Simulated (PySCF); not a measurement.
# C3H2BNO3: electronic excitations and core binding energies

What electronic excitations and core binding energies should C3H2BNO3 (`N#CC1=COB(O)O1`) show?

Computed with PySCF 2.14.0, with density-fitted response routines of our own, on a single molecule in the gas phase. Atoms are numbered from 0 throughout.

## (1) The molecule as given

10 atoms, charge 0, multiplicity 1; geometry from: GFN2-xTB.

Bonds of the start (Å): N0–C1 1.15, C1–C2 1.40, C2–C3 1.35, C3–O4 1.35, O4–B5 1.39, B5–O6 1.33, B5–O7 1.39, O7–C2 1.37, C3–H8 1.07, O6–H9 0.96.

## (2) Excited states and response: wB97X-D/def2-SVPD

What the job is given:

```
{"job": {"kind": "uv", "xc": "wB97X-D", "basis": "def2-SVPD", "nstates": 8, "ntriplets": 3}, "charge": 0, "multiplicity": 1}
N     -2.922571     1.641717    -0.616872
C     -1.978462     1.032492    -0.390552
C     -0.830391     0.274407    -0.109091
C     -0.724163    -0.997502     0.336563
O      0.573252    -1.336919     0.472766
B      1.298303    -0.213191     0.090156
O      2.631509    -0.152932     0.088126
O      0.425348     0.801546    -0.275991
H     -1.475197    -1.722684     0.579111
H      3.011255     0.677720    -0.196743
```

With the program's defaults for keys left out, this is: TDDFT wB97X-D/def2-SVPD, vertical, gas phase, core orbitals frozen in the response.

Command:

```bash
$ OMP_NUM_THREADS=1 python probes_run.py task.json out
```

This one command runs all jobs of the session in turn.

What it wrote:

```text
coarse grid: 9904 points
cycle   1  E = -420.1771628786  dE =  1.911e+00  |g| = 1.006e+00  |ddm| = 5.839e+00
cycle   2  E = -420.0569766700  dE =  1.202e-01  |g| = 1.316e+00  |ddm| = 2.992e+00
cycle   3  E = -420.3832212475  dE = -3.262e-01  |g| = 1.625e-01  |ddm| = 1.901e+00
cycle   4  E = -420.3875423864  dE = -4.321e-03  |g| = 8.358e-02  |ddm| = 2.665e-01
cycle   5  E = -420.3889942661  dE = -1.452e-03  |g| = 1.117e-02  |ddm| = 1.296e-01
cycle   6  E = -420.3890252647  dE = -3.100e-05  |g| = 4.184e-03  |ddm| = 3.123e-02
cycle   7  E = -420.3890290396  dE = -3.775e-06  |g| = 1.639e-03  |ddm| = 7.938e-03
final grid: 100192 points
cycle   8  E = -420.4617596560  dE = -7.529e-05  |g| = 6.175e-03  |ddm| = 1.825e-01
cycle   9  E = -420.4617557311  dE =  3.925e-06  |g| = 8.030e-03  |ddm| = 2.352e-02
cycle  10  E = -420.4617680439  dE = -1.231e-05  |g| = 1.178e-03  |ddm| = 1.042e-02
cycle  11  E = -420.4617683246  dE = -2.807e-07  |g| = 5.795e-04  |ddm| = 2.353e-03
cycle  12  E = -420.4617684044  dE = -7.981e-08  |g| = 1.158e-04  |ddm| = 1.393e-03
cycle  13  E = -420.4617684082  dE = -3.765e-09  |g| = 3.138e-05  |ddm| = 2.934e-04
cycle  14  E = -420.4617684086  dE = -4.251e-10  |g| = 1.893e-05  |ddm| = 1.277e-04
converged SCF energy = -420.4617684086

Static polarisability (au): isotropic 60.598, principal 38.375 56.729 86.690

Singlet excitations
state   eV       nm        f      main configurations
  1   5.8268    212.8   0.00020   H->L+2 0.51, H->L+1 0.44
  2   5.8629    211.5   0.31208   H->L 0.95
  3   6.7712    183.1   0.00293   H->L+1 0.42, H->L+2 0.37, H->L+3 0.09
  4   7.2248    171.6   0.00055   H-1->L 0.93
  5   7.6477    162.1   0.00174   H->L+3 0.73, H->L+4 0.10
  6   7.8596    157.7   0.01914   H-2->L 0.59, H-1->L+2 0.23
  7   7.9884    155.2   0.11725   H->L+5 0.87, H->L+7 0.09
  8   8.3057    149.3   0.00238   H->L+4 0.39, H-2->L+2 0.20

Triplet excitations (Tamm-Dancoff, eV): 3.5094 5.5575 6.3690
```

Run time: 33 s. Hardware: 1 thread of Arm Neoverse V1, shared host; peak memory 0.74 GiB.

The orbitals next to the gap, with their largest atomic shares:

```
orbital      eV                      atoms
 HOMO−3  -12.79           N0 79 %, C1 17 %
 HOMO−2  -12.46  N0 31 %, C1 26 %, O7 19 %
 HOMO−1  -12.23   N0 46 %, C1 37 %, C2 5 %
   HOMO   -9.32  C2 24 %, C3 23 %, O4 13 %
   LUMO    0.38  C3 29 %, C2 18 %, N0 18 %
 LUMO+1    1.04   B5 49 %, O6 12 %, O7 8 %
 LUMO+2    1.88  N0 33 %, C1 28 %, C2 11 %
```

With each of the 8 states as a Gaussian band of 0.4 eV half-width at 1/e, the curve within the window shown has maxima at 211 nm (ε 13,000), 155 nm (ε 5,500) L/(mol cm). Beyond the last state computed it falls off for lack of states. The curve at chosen wavelengths:

```json
{"nm": "144", "ε (L/mol/cm)": "518"}
{"nm": "148", "ε (L/mol/cm)": "2127"}
{"nm": "151", "ε (L/mol/cm)": "3987"}
{"nm": "155", "ε (L/mol/cm)": "5523"}
{"nm": "159", "ε (L/mol/cm)": "4589"}
{"nm": "163", "ε (L/mol/cm)": "2475"}
{"nm": "166", "ε (L/mol/cm)": "1234"}
{"nm": "170", "ε (L/mol/cm)": "403"}
{"nm": "174", "ε (L/mol/cm)": "159"}
{"nm": "177", "ε (L/mol/cm)": "129"}
{"nm": "181", "ε (L/mol/cm)": "157"}
{"nm": "185", "ε (L/mol/cm)": "279"}
{"nm": "189", "ε (L/mol/cm)": "710"}
{"nm": "192", "ε (L/mol/cm)": "1476"}
{"nm": "196", "ε (L/mol/cm)": "3393"}
{"nm": "200", "ε (L/mol/cm)": "6309"}
{"nm": "204", "ε (L/mol/cm)": "9537"}
{"nm": "207", "ε (L/mol/cm)": "11477"}
{"nm": "211", "ε (L/mol/cm)": "12635"}
{"nm": "215", "ε (L/mol/cm)": "11906"}
{"nm": "218", "ε (L/mol/cm)": "10386"}
{"nm": "222", "ε (L/mol/cm)": "7751"}
{"nm": "226", "ε (L/mol/cm)": "5162"}
{"nm": "230", "ε (L/mol/cm)": "3106"}
{"nm": "233", "ε (L/mol/cm)": "1998"}
{"nm": "237", "ε (L/mol/cm)": "1033"}
```

Further results of this job:

| property | computed |
| --- | --- |
| dipole moment (D) | 2.91 |
| polarisability (Å³) | 8.98 |
| HOMO–LUMO gap (eV) | 9.69 |
| −ε(HOMO) (eV) | 9.32 |

## (3) Core-electron binding energies: SCAN, X2C

The job, as its differences from that of step 2:

```diff
@@ -1,2 +1,2 @@
-{"job": {"kind": "uv", "xc": "wB97X-D", "basis": "def2-SVPD", "nstates": 8, "ntriplets": 3}, "charge": 0, "multiplicity": 1}
+{"job": {"kind": "xps"}, "charge": 0, "multiplicity": 1}
 N     -2.922571     1.641717    -0.616872
```

Level: delta-SCF UKS SCAN, pcX-2 on the ionised atom, pcseg-1 elsewhere, spin-free X2C.

What it wrote:

```text
ground state, core basis on atom 0 (N), 153 functions
  cycle   1  E = -420.74121632  |g| = 9.20e-01
  cycle   2  E = -420.26003228  |g| = 1.79e+00
  cycle   3  E = -420.85700025  |g| = 4.33e-01
  cycle   4  E = -420.89677448  |g| = 1.19e-01
  cycle   5  E = -420.89956980  |g| = 3.49e-02
  cycle   6  E = -420.89980197  |g| = 1.43e-02
  cycle   7  E = -420.89983100  |g| = 7.22e-03
  cycle   8  E = -420.89984181  |g| = 3.41e-03
  cycle   9  E = -420.89984385  |g| = 1.29e-03
  cycle  10  E = -420.89984308  |g| = 2.61e-04
  E(ground) = -420.91788464 Eh
hole in N 1s of atom 0
  cycle   1  E = -405.29512916  |g| = 1.84e+00
  cycle   2  E = -401.38091876  |g| = 2.81e+00
  cycle   3  E = -405.29363594  |g| = 1.16e+00
  cycle   4  E = -405.80024124  |g| = 7.12e-01
  cycle   5  E = -405.95344397  |g| = 3.59e-01
  cycle   6  E = -405.99485324  |g| = 1.64e-01
  cycle   7  E = -406.00850840  |g| = 5.27e-02
  cycle   8  E = -406.00979665  |g| = 1.11e-02
  cycle   9  E = -406.00989926  |g| = 9.23e-03
  cycle  10  E = -406.00995556  |g| = 5.48e-03
  cycle  11  E = -406.00999162  |g| = 2.94e-03
  cycle  12  E = -406.01000406  |g| = 1.56e-03
  cycle  13  E = -406.01000579  |g| = 8.48e-04
  cycle  14  E = -406.01000651  |g| = 5.51e-04
  cycle  15  E = -406.01000657  |g| = 1.87e-04
  E(ion) = -406.02810964 Eh   <S^2> = 0.8169   hole on atom = 1.000   binding energy = 405.171 eV
ground state, core basis on atom 1 (C), 153 functions
  cycle   1  E = -420.89059046  |g| = 5.87e-02
  cycle   2  E = -420.89016546  |g| = 4.61e-02
  cycle   3  E = -420.88972764  |g| = 6.23e-02
  cycle   4  E = -420.89066220  |g| = 9.80e-03
  cycle   5  E = -420.89068258  |g| = 2.55e-03
  cycle   6  E = -420.89068544  |g| = 4.58e-04
  E(ground) = -420.91257174 Eh
hole in C 1s of atom 1
  cycle   1  E = -409.59206569  |g| = 1.51e+00
  cycle   2  E = -404.34534339  |g| = 3.01e+00
  cycle   3  E = -409.16739617  |g| = 1.31e+00
  cycle   4  E = -409.90979713  |g| = 7.40e-01
  cycle   5  E = -410.04405295  |g| = 4.42e-01
  cycle   6  E = -410.10237558  |g| = 2.42e-01
  cycle   7  E = -410.14014805  |g| = 4.71e-02
  cycle   8  E = -410.14089945  |g| = 2.82e-02
  cycle   9  E = -410.14121388  |g| = 1.31e-02
  cycle  10  E = -410.14133452  |g| = 6.26e-03
  cycle  11  E = -410.14139474  |g| = 5.00e-03
  cycle  12  E = -410.14145815  |g| = 3.13e-03
  cycle  13  E = -410.14148833  |g| = 2.61e-03
  cycle  14  E = -410.14149762  |g| = 1.42e-03
  cycle  15  E = -410.14150221  |g| = 8.18e-04
  cycle  16  E = -410.14150352  |g| = 5.62e-04
  cycle  17  E = -410.14150498  |g| = 5.65e-04
  cycle  18  E = -410.14150586  |g| = 5.01e-04
  cycle  19  E = -410.14150586  |g| = 2.48e-04
  E(ion) = -410.16183629 Eh   <S^2> = 0.8148   hole on atom = 1.000   binding energy = 292.542 eV
ground state, core basis on atom 2 (C), 153 functions
  cycle   1  E = -420.89165568  |g| = 6.23e-02
  cycle   2  E = -420.89054431  |g| = 7.38e-02
  cycle   3  E = -420.89099004  |g| = 5.94e-02
  cycle   4  E = -420.89182496  |g| = 6.67e-03
  cycle   5  E = -420.89183389  |g| = 2.42e-03
  cycle   6  E = -420.89183519  |g| = 8.23e-04
  cycle   7  E = -420.89183626  |g| = 1.89e-04
  E(ground) = -420.91179190 Eh
hole in C 1s of atom 2
  cycle   1  E = -409.53496018  |g| = 1.52e+00
  cycle   2  E = -407.49812844  |g| = 2.65e+00
  cycle   3  E = -409.75658884  |g| = 8.92e-01
  cycle   4  E = -409.90348566  |g| = 6.51e-01
  cycle   5  E = -410.07137289  |g| = 2.73e-01
  cycle   6  E = -410.10264322  |g| = 8.43e-02
  cycle   7  E = -410.10512884  |g| = 2.56e-02
  cycle   8  E = -410.10538044  |g| = 1.20e-02
  cycle   9  E = -410.10546934  |g| = 5.53e-03
  cycle  10  E = -410.10550727  |g| = 4.28e-03
  cycle  11  E = -410.10553589  |g| = 2.32e-03
  cycle  12  E = -410.10554906  |g| = 1.85e-03
  cycle  13  E = -410.10555310  |g| = 1.05e-03
  cycle  14  E = -410.10555413  |g| = 3.21e-04
  E(ion) = -410.12522369 Eh   <S^2> = 0.7982   hole on atom = 1.000   binding energy = 293.517 eV
ground state, core basis on atom 3 (C), 153 functions
  cycle   1  E = -420.88958402  |g| = 5.86e-02
  cycle   2  E = -420.88947845  |g| = 2.76e-02
  cycle   3  E = -420.88916942  |g| = 4.37e-02
  cycle   4  E = -420.88965581  |g| = 8.01e-03
  cycle   5  E = -420.88966975  |g| = 1.74e-03
  cycle   6  E = -420.88967029  |g| = 4.59e-04
  E(ground) = -420.90994520 Eh
hole in C 1s of atom 3
  cycle   1  E = -409.54417118  |g| = 1.51e+00
  cycle   2  E = -407.30162943  |g| = 2.57e+00
  cycle   3  E = -409.61522483  |g| = 9.98e-01
  cycle   4  E = -409.89355089  |g| = 6.92e-01
  cycle   5  E = -410.09727819  |g| = 2.42e-01
  cycle   6  E = -410.11265104  |g| = 1.72e-01
  cycle   7  E = -410.12501579  |g| = 3.55e-02
  cycle   8  E = -410.12559901  |g| = 1.33e-02
  cycle   9  E = -410.12569375  |g| = 7.80e-03
  cycle  10  E = -410.12575809  |g| = 4.55e-03
  cycle  11  E = -410.12579580  |g| = 3.20e-03
  cycle  12  E = -410.12580721  |g| = 1.71e-03
  cycle  13  E = -410.12581241  |g| = 7.84e-04
  cycle  14  E = -410.12581329  |g| = 3.95e-04
  E(ion) = -410.14572285 Eh   <S^2> = 0.8150   hole on atom = 1.000   binding energy = 292.909 eV
ground state, core basis on atom 4 (O), 153 functions
  cycle   1  E = -420.91525792  |g| = 1.03e-01
  cycle   2  E = -420.91249693  |g| = 1.22e-01
  cycle   3  E = -420.91452860  |g| = 7.23e-02
  cycle   4  E = -420.91566534  |g| = 2.25e-02
  cycle   5  E = -420.91578292  |g| = 3.30e-03
  cycle   6  E = -420.91578275  |g| = 1.77e-03
  cycle   7  E = -420.91578464  |g| = 2.77e-04
  E(ground) = -420.93330050 Eh
hole in O 1s of atom 4
  cycle   1  E = -400.24159597  |g| = 2.23e+00
  cycle   2  E = -399.02418547  |g| = 2.56e+00
  cycle   3  E = -400.50302678  |g| = 9.84e-01
  cycle   4  E = -400.70060579  |g| = 8.17e-01
  cycle   5  E = -401.01120680  |g| = 3.36e-01
  cycle   6  E = -401.04653325  |g| = 1.96e-01
  cycle   7  E = -401.06426428  |g| = 4.66e-02
  cycle   8  E = -401.06507293  |g| = 1.84e-02
  cycle   9  E = -401.06520004  |g| = 4.16e-03
  cycle  10  E = -401.06521229  |g| = 1.60e-03
  cycle  11  E = -401.06521706  |g| = 1.03e-03
  cycle  12  E = -401.06521978  |g| = 8.63e-04
  cycle  13  E = -401.06522560  |g| = 6.27e-04
  cycle  14  E = -401.06522955  |g| = 4.21e-04
  E(ion) = -401.08296912 Eh   <S^2> = 0.7651   hole on atom = 1.000   binding energy = 540.155 eV
ground state, core basis on atom 5 (B), 153 functions
  cycle   1  E = -420.88561525  |g| = 1.09e-01
  cycle   2  E = -420.88076409  |g| = 1.87e-01
  cycle   3  E = -420.88712253  |g| = 3.53e-02
  cycle   4  E = -420.88733930  |g| = 2.04e-02
  cycle   5  E = -420.88744111  |g| = 6.33e-03
  cycle   6  E = -420.88744966  |g| = 1.06e-03
  cycle   7  E = -420.88745021  |g| = 7.12e-04
  cycle   8  E = -420.88744920  |g| = 2.45e-04
  E(ground) = -420.90733269 Eh
hole in B 1s of atom 5
  cycle   1  E = -413.18378526  |g| = 1.18e+00
  cycle   2  E = -411.36948694  |g| = 2.04e+00
  cycle   3  E = -413.36665514  |g| = 5.94e-01
  cycle   4  E = -413.45813528  |g| = 4.93e-01
  cycle   5  E = -413.53428012  |g| = 2.81e-01
  cycle   6  E = -413.56897809  |g| = 1.02e-01
  cycle   7  E = -413.57309048  |g| = 2.66e-02
  cycle   8  E = -413.57332523  |g| = 1.77e-02
  cycle   9  E = -413.57348119  |g| = 5.95e-03
  cycle  10  E = -413.57350649  |g| = 5.67e-03
  cycle  11  E = -413.57352487  |g| = 2.45e-03
  cycle  12  E = -413.57353134  |g| = 1.06e-03
  cycle  13  E = -413.57353135  |g| = 6.08e-04
  cycle  14  E = -413.57353324  |g| = 2.28e-04
  E(ion) = -413.59250823 Eh   <S^2> = 0.8095   hole on atom = 1.000   binding energy = 199.047 eV
ground state, core basis on atom 6 (O), 153 functions
  cycle   1  E = -420.91529343  |g| = 9.99e-02
  cycle   2  E = -420.91458796  |g| = 7.70e-02
  cycle   3  E = -420.91503211  |g| = 5.71e-02
  cycle   4  E = -420.91556762  |g| = 9.17e-03
  cycle   5  E = -420.91558624  |g| = 2.23e-03
  cycle   6  E = -420.91558602  |g| = 9.62e-04
  cycle   7  E = -420.91558643  |g| = 1.64e-04
  E(ground) = -420.93206516 Eh
hole in O 1s of atom 6
  cycle   1  E = -400.26473295  |g| = 2.21e+00
  cycle   2  E = -398.09366621  |g| = 2.54e+00
  cycle   3  E = -400.69833887  |g| = 8.17e-01
  cycle   4  E = -400.91190644  |g| = 5.50e-01
  cycle   5  E = -400.96389491  |g| = 4.50e-01
  cycle   6  E = -401.05767284  |g| = 1.04e-01
  cycle   7  E = -401.06167809  |g| = 5.35e-02
  cycle   8  E = -401.06282202  |g| = 2.11e-02
  cycle   9  E = -401.06302239  |g| = 4.96e-03
  cycle  10  E = -401.06303057  |g| = 2.70e-03
  cycle  11  E = -401.06303347  |g| = 7.43e-04
  cycle  12  E = -401.06303417  |g| = 2.24e-04
  E(ion) = -401.07981180 Eh   <S^2> = 0.7603   hole on atom = 1.000   binding energy = 540.207 eV
ground state, core basis on atom 7 (O), 153 functions
  cycle   1  E = -420.91518444  |g| = 1.22e-01
  cycle   2  E = -420.91124527  |g| = 1.66e-01
  cycle   3  E = -420.91583995  |g| = 5.30e-02
  cycle   4  E = -420.91606797  |g| = 3.92e-02
  cycle   5  E = -420.91641372  |g| = 5.09e-03
  cycle   6  E = -420.91641908  |g| = 1.93e-03
  cycle   7  E = -420.91642094  |g| = 6.91e-04
  cycle   8  E = -420.91641821  |g| = 9.02e-05
  E(ground) = -420.93298194 Eh
hole in O 1s of atom 7
  cycle   1  E = -400.24428667  |g| = 2.23e+00
  cycle   2  E = -399.19515454  |g| = 2.51e+00
  cycle   3  E = -400.63086563  |g| = 9.76e-01
  cycle   4  E = -400.76512850  |g| = 8.08e-01
  cycle   5  E = -401.03713432  |g| = 2.46e-01
  cycle   6  E = -401.05859417  |g| = 1.18e-01
  cycle   7  E = -401.06483604  |g| = 4.10e-02
  cycle   8  E = -401.06569435  |g| = 1.46e-02
  cycle   9  E = -401.06577761  |g| = 4.05e-03
  cycle  10  E = -401.06578792  |g| = 1.58e-03
  cycle  11  E = -401.06579048  |g| = 9.25e-04
  cycle  12  E = -401.06579149  |g| = 7.08e-04
  cycle  13  E = -401.06579298  |g| = 5.22e-04
  cycle  14  E = -401.06579404  |g| = 3.30e-04
  E(ion) = -401.08334788 Eh   <S^2> = 0.7641   hole on atom = 1.000   binding energy = 540.136 eV
```

Run time: 95 s. Hardware: 1 thread of Arm Neoverse V1, shared host; peak memory 0.64 GiB.

The holes in one table. −ε is the ground-state orbital energy:

| hole | stands for | environment | ΔSCF (eV) | −ε (eV) | ⟨S²⟩ |
| --- | --- | --- | --- | --- | --- |
| N1s on N0 | N0 | nitrile nitrogen | 405.17 | 386.4 | 0.817 |
| C1s on C1 | C1 | nitrile carbon | 292.54 | 275.1 | 0.815 |
| C1s on C2 | C2 | alkene carbon bearing oxygen | 293.52 | 276.7 | 0.798 |
| C1s on C3 | C3 | alkene carbon bearing oxygen | 292.91 | 276.4 | 0.815 |
| O1s on O4 | O4 | oxygen bonded to C, B, in a 5-membered ring | 540.16 | 518.6 | 0.765 |
| B1s on B5 | B5 | boron bonded to 3 O, in a 5-membered ring | 199.05 | 182.7 | 0.810 |
| O1s on O6 | O6 | oxygen bonded to B, H | 540.21 | 517.9 | 0.760 |
| O1s on O7 | O7 | oxygen bonded to C, B, in a 5-membered ring | 540.14 | 518.5 | 0.764 |

## (4) What came out

```
                                quantity                               value
      lowest singlet (wB97X-D/def2-SVPD)         5.83 eV (213 nm), f = 0.000
brightest single state of those computed         state 2, 5.86 eV, f = 0.312
                          lowest triplet                             3.51 eV
        C1s binding energies, SCAN/pcX-2  C2 293.52, C3 292.91, C1 292.54 eV
        O1s binding energies, SCAN/pcX-2  O6 540.21, O4 540.16, O7 540.14 eV
        N1s binding energies, SCAN/pcX-2                        N0 405.17 eV
        B1s binding energies, SCAN/pcX-2                        B5 199.05 eV
```

In words: The lowest singlet, at 5.83 eV, is HOMO→LUMO+2 0.51, HOMO→LUMO+1 0.44 and is dark; of the 8 states computed, the strongest absorption comes from state 2 at 5.86 eV. The lowest triplet lies 2.32 eV below the lowest singlet (triplets in Tamm-Dancoff, singlets in full TDDFT). C2 (alkene carbon bearing oxygen) binds its C1s electron 0.98 eV more tightly than C1 (nitrile carbon). The O1s levels computed lie within 0.07 eV of one another, too close to rank.
